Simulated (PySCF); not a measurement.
# C₂H₄N₂Si: a tour of settings

Which settings matter for C₂H₄N₂Si (`N#C/C=N/[SiH3]`)?

The runs use PySCF 2.14.0, with density-fitted response routines of our own; the level of theory stands in each step. All values are computed, except where a source is named. Atoms are numbered from 0 throughout.

## (1) The starting structure

9 atoms, charge 0, multiplicity 1; geometry from: GFN2-xTB.

Bonds of the start (Å): N0–C1 1.15, C1–C2 1.42, C2–N3 1.25, N3–Si4 1.72, C2–H5 1.10, Si4–H6 1.46, Si4–H7 1.47, Si4–H8 1.46.

## (2) NMR shieldings: PBE0/pcSseg-1

The job: settings as JSON, then the geometry in Å.

```
{"job": {"kind": "nmr", "xc": "PBE0", "basis": "pcSseg-1"}, "charge": 0, "multiplicity": 1}
N      3.457525     0.351194    -0.027280
C      2.351124     0.054441    -0.047188
C      0.984436    -0.346974    -0.050242
N      0.093628     0.373317    -0.556111
Si    -1.613360     0.221434    -0.736052
H      0.815683    -1.324761     0.425589
H     -2.098304     1.401785    -0.029868
H     -2.204548    -1.004997    -0.188341
H     -1.772623     0.280556    -2.184556
```

Level: GIAO PBE0/pcSseg-1 NMR shielding, non-relativistic, gas phase.

Command:

```sh
OMP_NUM_THREADS=1 python probes_run.py task.json out
```

One launch serves the whole session: the jobs run in the order shown.

Output:

```text
coarse grid: 8400 points
cycle   1  E = -477.1057019782  dE =  5.994e-01  |g| = 4.974e-01  |ddm| = 2.876e+00
cycle   2  E = -476.9123641528  dE =  1.933e-01  |g| = 1.077e+00  |ddm| = 1.291e+00
cycle   3  E = -477.1629607307  dE = -2.506e-01  |g| = 8.423e-02  |ddm| = 8.365e-01
cycle   4  E = -477.1633973252  dE = -4.366e-04  |g| = 7.018e-02  |ddm| = 1.195e-01
cycle   5  E = -477.1644085780  dE = -1.011e-03  |g| = 1.832e-02  |ddm| = 5.923e-02
cycle   6  E = -477.1644906865  dE = -8.211e-05  |g| = 1.208e-03  |ddm| = 1.729e-02
cycle   7  E = -477.1644910246  dE = -3.381e-07  |g| = 5.486e-04  |ddm| = 1.838e-03
final grid: 77816 points
cycle   8  E = -477.1903203723  dE = -1.221e-05  |g| = 4.361e-03  |ddm| = 1.523e-02
cycle   9  E = -477.1903186661  dE =  1.706e-06  |g| = 5.260e-03  |ddm| = 9.349e-03
cycle  10  E = -477.1903245108  dE = -5.845e-06  |g| = 1.292e-03  |ddm| = 5.366e-03
cycle  11  E = -477.1903248885  dE = -3.777e-07  |g| = 2.221e-04  |ddm| = 1.092e-03
cycle  12  E = -477.1903248989  dE = -1.042e-08  |g| = 4.961e-05  |ddm| = 1.789e-04
cycle  13  E = -477.1903248991  dE = -2.251e-10  |g| = 3.968e-05  |ddm| = 6.103e-05
cycle  14  E = -477.1903248995  dE = -3.292e-10  |g| = 9.790e-06  |ddm| = 2.952e-05
converged SCF energy = -477.1903248995

GIAO shielding tensors (ppm)
atom      isotropic    diamagn.    paramagn.     s11        s22        s33       span
  0 N      -45.884     338.646    -384.530   -203.167   -180.124    245.640    448.807
  1 C       67.410     260.362    -192.951    -47.333    -39.767    289.331    336.665
  2 C       36.859     250.538    -213.679    -70.972     56.759    124.790    195.762
  3 N     -191.420     327.559    -518.979   -685.434   -197.256    308.430    993.864
  4 Si     403.017     879.910    -476.892    357.844    392.148    459.060    101.216
  5 H       23.623      28.801      -5.177     20.947     23.821     26.103      5.156
  6 H       26.466      28.994      -2.529     23.927     25.344     30.126      6.198
  7 H       26.805      29.062      -2.257     24.182     25.160     31.073      6.891
  8 H       26.470      28.542      -2.072     23.943     25.338     30.128      6.185
```

Wall time 25 s (1 thread of Intel Xeon at 2.50GHz, shared host).

The references, computed at this level on geometries of the same kind, shield at (ppm): 1H TMS 31.72, 13C TMS 186.9, 29Si TMS 349.2, 15N NH3 267.7. Their shielding less the atom's gives the shift. The references are single molecules in the gas phase, so shifts against H2O, NH3, PH3, H3PO4 or CFCl3 are not on the usual liquid scales and can be off by tens of ppm. Atoms listed in one row are averaged.

```tsv
atoms	environment	σ (ppm)	δ (ppm)	δ scaled to CDCl3
C2	C=N carbon	36.9	150.1	144.5
C1	nitrile carbon	67.4	119.5	114.7
H5	hydrogen on a C=N carbon	23.62	8.09	7.74
H6, H7, H8	hydrogen on a silicon bonded to N	26.58	5.14	–
N3	imine nitrogen	-191.4	459.1	–
N0	nitrile nitrogen	-45.9	313.6	–
Si4	silicon bonded to N, 3 H	403.0	-53.9	–
```

The scaled column applies a straight-line fit of computed shieldings to shifts measured in CDCl3 (root-mean-square error 0.16 ppm for H, 1.9 ppm for C).

Charges from the same density, by scheme (e):

```tsv
atoms	Mulliken	IAO	Hirshfeld	ESP fit
N0	-0.22	-0.20	-0.19	-0.37
C1	0.12	0.13	0.08	0.21
C2	0.14	0.02	0.08	0.40
N3	-0.50	-0.48	-0.20	-0.54
Si4	0.61	0.76	0.37	0.53
```

Mayer bond orders: N0–C1 3.00, C1–C2 0.97, C2–N3 1.92, N3–Si4 0.94.

## (3) TDDFT and polarisability: PBE0/def2-SVPD

Same as in step 2 but for these lines:

```diff
@@ -1,2 +1,2 @@
-{"job": {"kind": "nmr", "xc": "PBE0", "basis": "pcSseg-1"}, "charge": 0, "multiplicity": 1}
+{"job": {"kind": "uv", "xc": "PBE0", "basis": "def2-SVPD", "nstates": 6, "ntriplets": 2}, "charge": 0, "multiplicity": 1}
 N      3.457525     0.351194    -0.027280
```

Method: TDDFT PBE0/def2-SVPD, vertical, gas phase, core orbitals frozen in the response.

Output:

```text
coarse grid: 8400 points
cycle   1  E = -476.8865806079  dE =  5.692e-01  |g| = 4.812e-01  |ddm| = 4.158e+00
cycle   2  E = -476.6963688714  dE =  1.902e-01  |g| = 1.054e+00  |ddm| = 1.779e+00
cycle   3  E = -476.9419456335  dE = -2.456e-01  |g| = 7.673e-02  |ddm| = 1.211e+00
cycle   4  E = -476.9421788322  dE = -2.332e-04  |g| = 7.050e-02  |ddm| = 1.864e-01
cycle   5  E = -476.9432481503  dE = -1.069e-03  |g| = 1.588e-02  |ddm| = 9.868e-02
cycle   6  E = -476.9433168001  dE = -6.865e-05  |g| = 1.084e-03  |ddm| = 2.577e-02
cycle   7  E = -476.9433171126  dE = -3.125e-07  |g| = 4.114e-04  |ddm| = 2.503e-03
final grid: 77816 points
cycle   8  E = -476.9991210791  dE = -9.466e-06  |g| = 4.067e-03  |ddm| = 4.841e-02
cycle   9  E = -476.9991187675  dE =  2.312e-06  |g| = 5.270e-03  |ddm| = 1.631e-02
cycle  10  E = -476.9991249254  dE = -6.158e-06  |g| = 1.266e-03  |ddm| = 9.740e-03
cycle  11  E = -476.9991253100  dE = -3.846e-07  |g| = 1.629e-04  |ddm| = 1.681e-03
cycle  12  E = -476.9991253155  dE = -5.544e-09  |g| = 6.370e-05  |ddm| = 2.577e-04
cycle  13  E = -476.9991253160  dE = -5.160e-10  |g| = 4.498e-05  |ddm| = 1.138e-04
cycle  14  E = -476.9991253165  dE = -4.491e-10  |g| = 7.051e-06  |ddm| = 4.700e-05
converged SCF energy = -476.9991253165

Static polarisability (au): isotropic 64.850, principal 45.805 52.887 95.859

Singlet excitations
state   eV       nm        f      main configurations
  1   3.5649    347.8   0.00005   H->L 0.99
  2   5.8912    210.5   0.00004   H-2->L 0.97
  3   6.1995    200.0   0.27382   H-1->L 0.76, H->L+1 0.17
  4   6.4250    193.0   0.21290   H->L+1 0.81, H-1->L 0.16
  5   6.6225    187.2   0.00960   H-3->L 0.95
  6   7.0323    176.3   0.00320   H-5->L 0.96

Triplet excitations (Tamm-Dancoff, eV): 2.9281 4.0587
```

Run time: 24 s. Hardware: 1 thread of Intel Xeon at 2.50GHz, shared host; peak memory 0.57 GiB.

Frontier orbitals and where they lie:

```tsv
orbital	eV	atoms
HOMO−3	-10.39	Si4 36 %, H7 21 %, H6 11 %
HOMO−2	-10.27	N0 50 %, C1 38 %, C2 5 %
HOMO−1	-9.39	N0 22 %, N3 22 %, C1 14 %
HOMO	-8.07	N3 59 %, C2 13 %, Si4 10 %
LUMO	-2.53	N3 31 %, C2 28 %, N0 16 %
LUMO+1	-0.31	Si4 32 %, C2 12 %, H7 11 %
LUMO+2	0.59	Si4 46 %, C1 11 %, H8 9 %
```

With each of the 6 states as a Gaussian band of 0.4 eV half-width at 1/e, the curve within the window shown has maxima at 197 nm (ε 18,000) L/(mol cm). Beyond the last state computed it falls off for lack of states. The curve at chosen wavelengths:

nm, ε (L/mol/cm) and a bar:
```
      169        144 
      179       2593 ####
      189      13136 ######################
      199      17937 ##############################
      209       8913 ###############
      219       2008 ###
      229        244 
      239         19 
      249          1 
      259          0 
      269          0 
      279          0 
      289          0 
      298          0 
      308          1 
      318          1 
      328          2 
      338          2 
      348          2 
      358          2 
      368          2 
      378          1 
      388          1 
      398          1 
      408          0 
      418          0
```

Further results of this job:

```tsv
property	computed
dipole moment (D)	3.87
polarisability (Å³)	9.61
HOMO–LUMO gap (eV)	5.54
−ε(HOMO) (eV)	8.07
```

## (4) TDDFT and polarisability: wB97X-D/6-311+G(2d,p)

Same as in step 3 but for these lines:

```diff
@@ -1,2 +1,2 @@
-{"job": {"kind": "uv", "xc": "PBE0", "basis": "def2-SVPD", "nstates": 6, "ntriplets": 2}, "charge": 0, "multiplicity": 1}
+{"job": {"kind": "uv", "xc": "wB97X-D", "basis": "6-311+G(2d,p)", "nstates": 12, "ntriplets": 0, "tda": false, "scf": {"aux": "def2-universal-jkfit"}}, "charge": 0, "multiplicity": 1}
 N      3.457525     0.351194    -0.027280
```

Method: TDDFT wB97X-D/6-311+G(2d,p), vertical, gas phase, core orbitals frozen in the response.

Output:

```text
final grid: 77816 points
cycle   1  E = -477.4639185665  dE =  6.326e-01  |g| = 6.193e-01  |ddm| = 3.117e+00
cycle   2  E = -477.3588475860  dE =  1.051e-01  |g| = 9.912e-01  |ddm| = 1.187e+00
cycle   3  E = -477.5575828345  dE = -1.987e-01  |g| = 6.502e-02  |ddm| = 6.307e-01
cycle   4  E = -477.5579875728  dE = -4.047e-04  |g| = 5.394e-02  |ddm| = 1.026e-01
cycle   5  E = -477.5585576513  dE = -5.701e-04  |g| = 1.480e-02  |ddm| = 5.104e-02
cycle   6  E = -477.5586069821  dE = -4.933e-05  |g| = 1.975e-03  |ddm| = 1.654e-02
cycle   7  E = -477.5586090195  dE = -2.037e-06  |g| = 6.242e-04  |ddm| = 6.831e-03
cycle   8  E = -477.5586092087  dE = -1.892e-07  |g| = 2.112e-04  |ddm| = 2.039e-03
cycle   9  E = -477.5586092258  dE = -1.705e-08  |g| = 6.297e-05  |ddm| = 6.840e-04
cycle  10  E = -477.5586092280  dE = -2.203e-09  |g| = 1.885e-05  |ddm| = 2.135e-04
cycle  11  E = -477.5586092282  dE = -2.128e-10  |g| = 7.869e-06  |ddm| = 5.361e-05
converged SCF energy = -477.5586092282

Static polarisability (au): isotropic 62.339, principal 43.642 51.478 91.898

Singlet excitations
state   eV       nm        f      main configurations
  1   3.6766    337.2   0.00003   H->L 0.97
  2   6.0624    204.5   0.00004   H-2->L 0.95
  3   6.3959    193.8   0.33622   H-1->L 0.81
  4   6.6402    186.7   0.12727   H->L+1 0.82
  5   7.3000    169.8   0.01534   H-3->L 0.80, H-5->L 0.14
  6   7.6698    161.7   0.08177   H-4->L 0.78
  7   7.6796    161.4   0.00298   H-5->L 0.73, H-3->L 0.10
  8   7.7261    160.5   0.00017   H-1->L+1 0.42, H-1->L+6 0.22
  9   7.8375    158.2   0.04506   H->L+2 0.49, H->L+6 0.30
 10   7.9555    155.8   0.00584   H->L+3 0.54, H->L+8 0.43
 11   8.0132    154.7   0.03439   H->L+6 0.44, H->L+2 0.19, H->L+4 0.16
 12   8.2626    150.1   0.07379   H->L+4 0.62, H->L+2 0.11
```

Wall time 38 s (1 thread of Intel Xeon at 2.50GHz, shared host); peak memory 0.74 GiB.

This run: HOMO -10.02 eV, LUMO -0.74 eV; lowest singlet 3.68 eV.

## (5) Spin-spin couplings: B97-D/6-311G**

Same as in step 4 but for these lines:

```diff
@@ -1,2 +1,2 @@
-{"job": {"kind": "uv", "xc": "wB97X-D", "basis": "6-311+G(2d,p)", "nstates": 12, "ntriplets": 0, "tda": false, "scf": {"aux": "def2-universal-jkfit"}}, "charge": 0, "multiplicity": 1}
+{"job": {"kind": "j", "xc": "B97-D", "basis": "6-311G**", "grid": 3}, "charge": 0, "multiplicity": 1}
 N      3.457525     0.351194    -0.027280
```

Level: B97-D/6-311G** indirect spin-spin coupling, non-relativistic, gas phase.

Output:

```text
coarse grid: 8400 points
cycle   1  E = -477.4154193428  dE =  5.400e-01  |g| = 5.684e-01  |ddm| = 2.657e+00
cycle   2  E = -476.9777623329  dE =  4.377e-01  |g| = 1.490e+00  |ddm| = 1.962e+00
cycle   3  E = -477.4815278341  dE = -5.038e-01  |g| = 1.855e-01  |ddm| = 1.392e+00
cycle   4  E = -477.4857456495  dE = -4.218e-03  |g| = 1.283e-01  |ddm| = 2.215e-01
cycle   5  E = -477.4887415900  dE = -2.996e-03  |g| = 5.800e-02  |ddm| = 1.242e-01
cycle   6  E = -477.4895972414  dE = -8.557e-04  |g| = 6.839e-03  |ddm| = 4.843e-02
cycle   7  E = -477.4896111374  dE = -1.390e-05  |g| = 2.257e-03  |ddm| = 9.187e-03
cycle   8  E = -477.4896123015  dE = -1.164e-06  |g| = 4.143e-04  |ddm| = 1.904e-03
final grid: 114456 points
cycle   9  E = -477.4818004467  dE = -6.129e-05  |g| = 1.065e-02  |ddm| = 2.408e-02
cycle  10  E = -477.4817749818  dE =  2.546e-05  |g| = 1.446e-02  |ddm| = 2.492e-02
cycle  11  E = -477.4818142853  dE = -3.930e-05  |g| = 5.984e-03  |ddm| = 1.763e-02
cycle  12  E = -477.4818221022  dE = -7.817e-06  |g| = 1.307e-03  |ddm| = 4.691e-03
cycle  13  E = -477.4818225522  dE = -4.500e-07  |g| = 3.325e-04  |ddm| = 1.269e-03
cycle  14  E = -477.4818225654  dE = -1.320e-08  |g| = 2.373e-04  |ddm| = 3.720e-04
cycle  15  E = -477.4818225787  dE = -1.326e-08  |g| = 2.538e-05  |ddm| = 1.579e-04
cycle  16  E = -477.4818225788  dE = -1.232e-10  |g| = 7.824e-06  |ddm| = 2.708e-05
converged SCF energy = -477.4818225788

Indirect spin-spin couplings (Hz)
  i      j    bonds     total        FC       PSO       DSO        SD
  0 N    1 C    1    -13.540    -9.439     1.055    -0.007    -5.149
  0 N    2 C    2      3.430     3.540    -0.386     0.066     0.210
  0 N    3 N    3      1.505     0.441     0.323    -0.016     0.758
  0 N    5 H    3     -1.374    -0.981    -0.626     0.209     0.025
  0 N    6 H    5     -0.250    -0.254    -0.085     0.081     0.009
  0 N    8 H    5     -0.252    -0.257    -0.085     0.081     0.009
  1 C    2 C    1    104.193   105.482    -2.072     0.270     0.512
  1 C    3 N    2     -7.134    -7.186    -0.006     0.001     0.057
  1 C    4 Si   3    -17.066   -16.876    -0.166     0.045    -0.070
  1 C    5 H    2     16.853    16.958    -0.038    -0.115     0.047
  1 C    6 H    4     -2.487    -2.467     0.134    -0.158     0.005
  1 C    7 H    4      0.472     0.458     0.157    -0.184     0.041
  1 C    8 H    4     -2.503    -2.483     0.134    -0.159     0.005
  2 C    3 N    1    -14.747   -20.282     7.146    -0.082    -1.529
  2 C    4 Si   2     -2.078    -2.232     0.148     0.064    -0.059
  2 C    5 H    1    155.213   153.712    -0.146     0.992     0.655
  2 C    6 H    3      6.596     6.704     0.228    -0.367     0.031
  2 C    7 H    3      2.037     2.288    -0.107    -0.091    -0.052
  2 C    8 H    3      6.584     6.692     0.226    -0.366     0.032
  3 N    4 Si   1      0.518     2.661    -2.392     0.035     0.214
  3 N    5 H    2      2.032     0.888     1.170     0.228    -0.254
  3 N    6 H    2     -3.089    -3.360     0.213     0.038     0.021
  3 N    7 H    2      0.524     0.355     0.076     0.154    -0.060
  3 N    8 H    2     -3.034    -3.304     0.211     0.038     0.021
  4 Si   5 H    3    -11.998   -12.068    -0.003     0.102    -0.029
  4 Si   6 H    1   -215.243  -215.569     0.737    -0.190    -0.220
  4 Si   7 H    1   -184.747  -185.094     0.777    -0.187    -0.243
  4 Si   8 H    1   -214.861  -215.188     0.736    -0.190    -0.219
  5 H    6 H    4     -2.657    -2.138     0.761    -1.259    -0.021
  5 H    7 H    4      2.036     1.799    -0.483     0.687     0.033
  5 H    8 H    4     -2.665    -2.150     0.753    -1.248    -0.021
  6 H    7 H    2      6.531     7.806     0.999    -2.301     0.026
  6 H    8 H    2     -5.368    -3.922     1.127    -2.577     0.003
  7 H    8 H    2      6.398     7.670     0.996    -2.295     0.027
```

Run time: 43 s. Hardware: 1 thread of Intel Xeon at 2.50GHz, shared host.

This basis has no tight s functions, so the Fermi-contact terms are rough.

A choice of the couplings up to four bonds, sorted by the number of bonds, with means over like pairs; isotopes 13C, 1H, 15N, 29Si:

```tsv
pair	bonds	J (Hz)	Fermi contact (Hz)	dihedral (°)
Si4–H6	1	-205.0	-205.3	–
C2–H5	1	155.2	153.7	–
C1–C2	1	104.2	105.5	–
C2–N3	1	-14.7	-20.3	–
N0–C1	1	-13.5	-9.4	–
C1–H5	2	16.9	17.0	–
C1–N3	2	-7.1	-7.2	–
N0–C2	2	3.4	3.5	–
H6–H7	2	2.5	3.9	–
C2–Si4	2	-2.1	-2.2	–
N3–H5	2	2.0	0.9	–
N3–H6	2	-1.9	-2.1	–
C1–Si4	3	-17.1	-16.9	-180
Si4–H5	3	-12.0	-12.1	0
C2–H6	3	5.1	5.2	–
N0–N3	3	1.5	0.4	–
N0–H5	3	-1.4	-1.0	–
C1–H6	4	-1.5	-1.5	–
H5–H6	4	-1.1	-0.8	–
```

Quadrupole couplings from the field gradients of the same density:

```tsv
atom	isotope	eQq/h (MHz)	η
N3	14N	-5.233	0.70
N0	14N	-4.642	0.19
```

Joined with the shifts from before (PBE0/pcSseg-1, unscaled), the couplings predict the line list below for 600 MHz.

1H NMR δ 8.09 (q, J = 1.1 Hz, 1H), 5.14 (d, J = 1.1 Hz, 3H).

## (6) Indirect couplings: HSE06/cc-pVTZ

Same as in step 5 but for these lines:

```diff
@@ -1,2 +1,2 @@
-{"job": {"kind": "j", "xc": "B97-D", "basis": "6-311G**", "grid": 3}, "charge": 0, "multiplicity": 1}
+{"job": {"kind": "j", "xc": "HSE06", "basis": "cc-pVTZ", "scf": {"aux": "def2-qzvpp-jkfit"}}, "charge": 0, "multiplicity": 1}
 N      3.457525     0.351194    -0.027280
```

Level: HSE06/cc-pVTZ indirect spin-spin coupling, non-relativistic, gas phase.

Output:

```text
final grid: 77816 points
cycle   1  E = -477.2741032675  dE =  5.907e-01  |g| = 4.975e-01  |ddm| = 6.030e+00
cycle   2  E = -477.0523211109  dE =  2.218e-01  |g| = 1.126e+00  |ddm| = 1.930e+00
cycle   3  E = -477.3285702187  dE = -2.762e-01  |g| = 1.012e-01  |ddm| = 1.323e+00
cycle   4  E = -477.3291484093  dE = -5.782e-04  |g| = 8.620e-02  |ddm| = 2.219e-01
cycle   5  E = -477.3306525953  dE = -1.504e-03  |g| = 2.562e-02  |ddm| = 1.245e-01
cycle   6  E = -477.3308154981  dE = -1.629e-04  |g| = 2.097e-03  |ddm| = 4.052e-02
cycle   7  E = -477.3308166495  dE = -1.151e-06  |g| = 8.264e-04  |ddm| = 5.085e-03
cycle   8  E = -477.3308168070  dE = -1.575e-07  |g| = 1.637e-04  |ddm| = 1.356e-03
cycle   9  E = -477.3308168137  dE = -6.729e-09  |g| = 2.936e-05  |ddm| = 3.020e-04
cycle  10  E = -477.3308168139  dE = -2.027e-10  |g| = 6.760e-06  |ddm| = 4.411e-05
converged SCF energy = -477.3308168139

Indirect spin-spin couplings (Hz)
  i      j    bonds     total        FC       PSO       DSO        SD
  0 N    1 C    1    -47.474   -40.939    -0.091     0.002    -6.447
  0 N    2 C    2      2.751     2.426    -0.272     0.067     0.530
  0 N    3 N    3      1.521     0.212     0.319    -0.016     1.007
  0 N    4 Si   4      0.182     0.206     0.044    -0.022    -0.045
  0 N    5 H    3     -1.027    -0.626    -0.665     0.212     0.052
  1 C    2 C    1     84.778    85.652    -2.000     0.269     0.857
  1 C    3 N    2     -6.221    -6.439    -0.061     0.002     0.277
  1 C    4 Si   3    -13.081   -12.878    -0.165     0.045    -0.083
  1 C    5 H    2     18.901    19.026    -0.075    -0.120     0.069
  1 C    6 H    4     -1.801    -1.774     0.124    -0.158     0.007
  1 C    7 H    4      0.420     0.411     0.145    -0.183     0.047
  1 C    8 H    4     -1.811    -1.784     0.124    -0.159     0.008
  2 C    3 N    1    -19.911   -25.306     7.629    -0.076    -2.158
  2 C    4 Si   2     -0.752    -0.937     0.126     0.065    -0.006
  2 C    5 H    1    152.638   151.445    -0.110     0.949     0.353
  2 C    6 H    3      4.001     4.097     0.244    -0.370     0.030
  2 C    7 H    3      1.879     2.142    -0.105    -0.094    -0.065
  2 C    8 H    3      3.966     4.062     0.242    -0.368     0.031
  3 N    4 Si   1      0.120     2.005    -2.260     0.035     0.341
  3 N    5 H    2      1.285     0.408     1.123     0.234    -0.480
  3 N    6 H    2     -4.474    -4.741     0.219     0.038     0.011
  3 N    7 H    2      0.300     0.076     0.090     0.154    -0.019
  3 N    8 H    2     -4.429    -4.695     0.217     0.038     0.011
  4 Si   5 H    3    -10.529   -10.578    -0.035     0.104    -0.022
  4 Si   6 H    1   -168.823  -169.544     0.923    -0.184    -0.017
  4 Si   7 H    1   -144.655  -145.586     1.114    -0.183    -0.000
  4 Si   8 H    1   -168.504  -169.226     0.922    -0.184    -0.017
  5 H    6 H    4     -2.724    -2.216     0.777    -1.268    -0.018
  5 H    7 H    4      2.255     1.984    -0.440     0.685     0.026
  5 H    8 H    4     -2.733    -2.229     0.771    -1.257    -0.018
  6 H    7 H    2      9.037    10.362     0.895    -2.319     0.099
  6 H    8 H    2     -3.380    -1.853     0.979    -2.594     0.089
  7 H    8 H    2      8.897    10.217     0.894    -2.313     0.099
```

Wall time 91 s (1 thread of Intel Xeon at 2.50GHz, shared host); peak memory 0.89 GiB.

The basis is not made for couplings: without tight functions at the nuclei these values are rough.

In short: J(Si4,H6) -160.7 Hz, J(C2,H5) 152.6 Hz, J(C1,C2) 84.8 Hz (means over like pairs).

## (7) Run by run: electronic excitations

Excitations and ground-state properties, with basis size and wall time:

```tsv
run	lowest singlet (eV)	brightest (eV)	f	gap (eV)	α (Å³)	μ (D)	functions	time
PBE0/def2-SVPD	3.56	6.20	0.274	5.54	9.61	3.87	136	24 s
wB97X-D/6-311+G(2d,p)	3.68	6.40	0.336	9.28	9.24	3.97	167	38 s
```

## (8) Run by run: spin-spin couplings

Couplings (Hz), each a mean over the pairs like the one named, with basis size and wall time:

```tsv
run	Si4–H6	C2–H5	C1–C2	C1–Si4	C1–H5	C2–N3	N0–C1	functions	time
B97-D/6-311G**	-205.0	155.2	104.2	-17.1	16.9	-14.7	-13.5	122	43 s
HSE06/cc-pVTZ	-160.7	152.6	84.8	-13.1	18.9	-19.9	-47.5	210	91 s
```

## (9) Outcome

```
                                                              quantity                        value
                                13C shifts against TMS (PBE0/pcSseg-1)             150.1, 119.5 ppm
1H shifts against TMS (PBE0/pcSseg-1, means over atoms taken as alike)               8.09, 5.14 ppm
                                15N shifts against NH3 (PBE0/pcSseg-1)             459.1, 313.6 ppm
                               29Si shifts against TMS (PBE0/pcSseg-1)                    -53.9 ppm
                                       lowest singlet (PBE0/def2-SVPD)  3.56 eV (348 nm), f = 0.000
                              brightest single state of those computed  state 3, 6.20 eV, f = 0.274
                                                        lowest triplet                      2.93 eV
                        largest coupling of the table (B97-D/6-311G**)   1J(Si,H) Si4–H6, -205.0 Hz
                                           range of the lowest singlet              3.56 to 3.68 eV
                              range of J(Si4,H6), mean over like pairs          -205.0 to -160.7 Hz
```

In words: Single values in the summary come from the first run of each kind that ended normally (PBE0/pcSseg-1; PBE0/def2-SVPD; B97-D/6-311G**), which need not be the best level. At PBE0/pcSseg-1: The widest tensor belongs to N3: span 994 ppm, with a paramagnetic part of -519 ppm. The lowest singlet, at 3.56 eV, is HOMO→LUMO 0.99 and is dark; of the 6 states computed, the strongest absorption comes from state 3 at 6.20 eV. The lowest triplet lies 0.64 eV below the lowest singlet (triplets in Tamm-Dancoff, singlets in full TDDFT). In the run at B97-D/6-311G**, the largest coupling of the table is Si4–H6 (mean over like pairs), -205.0 Hz, of which the Fermi-contact term gives -205.3 Hz. The lowest singlet runs from 3.56 eV (PBE0/def2-SVPD) to 3.68 eV (wB97X-D/6-311+G(2d,p)), while the orbital gap spans 5.54 to 9.28 eV. The lowest state need not be the same one in every run. The runs solved for a few states only, so the brightest column depends on that window. The coupling Si4–H6, as a mean over pairs of its kind, runs from -205.0 Hz (B97-D/6-311G**) to -160.7 Hz (HSE06/cc-pVTZ). Couplings from bases without tight functions are rough.
